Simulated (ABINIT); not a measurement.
The system is NbRu3C.

```
CELL_PARAMETERS angstrom
4.06514 0.00000 0.00000
0.00000 4.06514 0.00000
0.00000 0.00000 4.06514
ATOMIC_POSITIONS crystal
Ru 0.50000 0.50000 0.00000
Ru 0.50000 0.00000 0.50000
Ru 0.00000 0.50000 0.50000
Nb 0.00000 0.00000 0.00000
C 0.50000 0.50000 0.50000
```

The cell comes from a database or a generator and needn't be the stable form of this composition.

Program: ABINIT 10.8.3 (patched build). Alike in all runs: task band structure; no spin polarisation; cell as given; k mesh 7 × 7 × 7; smearing fermi-dirac 0.05 eV. Hardware: 4 threads of Arm Neoverse V2, with other jobs on the host.

Problem. Order these runs on this cell by their wall time, lowest first.
A. level r2SCAN; potentials or basis JTH PAW PBE v2.0; cutoff (eV) 626; fine-grid cutoff 1224.51 eV
B. level TB-mBJ; potentials or basis JTH PAW LDA v2.0; cutoff (eV) 626; fine-grid cutoff 1224.51 eV
C. level PBE; potentials or basis JTH PAW PBE v2.0; cutoff (eV) 517; fine-grid cutoff 1034.03 eV

Solution. C (35 s), A (130 s), B (270 s).

Not every run made on this cell is shown here.
